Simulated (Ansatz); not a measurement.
# AlBrClH, SMILES [Cl][AlH][Br]: an active-space calculation

With the Ansatz DFT code, driven from Python.

Typed at the interpreter:
```pycon
>>> import ansatz as az
>>> from ase import Atoms
>>> atoms = Atoms(['Cl', 'Al', 'Br', 'H'], positions=[
...     [-2.0318, 0.0601, -0.5933],
...     [0.0479, 0.1571, -0.0228],
...     [1.1168, -1.8322, 0.638],
...     [0.9227, 1.5547, -0.0421],
... ])
>>> system = az.Crystal.molecule_from_ase(atoms)
>>> base = (
...     system.calculation()
...     .basis(gaussian='def2-SVP')
...     .correlation(active_electrons=4, active_orbitals=4)
... )
>>> for method in [None, 'sc_nevpt2']:
...     summary = (base if method is None else base.correlation(method)).run(threads=1).report
...     space = summary['configurations']
...     state = space['states'][0]
...     print(method or 'casscf', f'total {summary["free_energy_ev"] / 27.211386246:.6f} Ha, active-space state {state["energy"]["hartree"]:.6f} Ha, mean field {summary["reference_energy_ev"] / 27.211386246:.6f} Ha')
...     print('  determinants', state['n_determinants'], ' natural occupations', [round(n, 3) for n in space['natural_occupations']])
...
casscf total -3274.043637 Ha, active-space state -3274.043637 Ha, mean field -3274.017422 Ha
  determinants 36  natural occupations [1.986, 1.979, 0.019, 0.016]
RunWarning: the results are in doubt because another end's mean lies 0.043 eV lower, and its corrected mean 0.085 eV higher
sc_nevpt2 total -3274.437044 Ha, active-space state -3274.042034 Ha, mean field -3274.017422 Ha
  determinants 36  natural occupations [1.983, 1.972, 0.03, 0.015]
>>> print('effectively unpaired electrons, sum of min(n, 2 - n):', round(sum(min(n, 2 - n) for n in space['natural_occupations']), 3))
effectively unpaired electrons, sum of min(n, 2 - n): 0.089
```

What to keep in mind:
- Total energies depend on the basis set; only differences at equal settings carry meaning.
- Warnings are shown shortened and without file and line.
- The geometry is a force-field or estimated start, not a minimum of this method, and the basis set is short of its limit. The active space starts as a window about the frontier orbitals and is then optimised, not chosen by chemistry.
- A lower CASSCF solution was found and passed over, so the printed active-space state isn't the lowest.
- Wall time of the script: 18 s on 1 thread of Intel(R) Xeon(R) 6975P-C (Granite Rapids) (shared host), peak memory 0.25 GiB.

(Lines on the test bed's own set-up are left out of the output.)
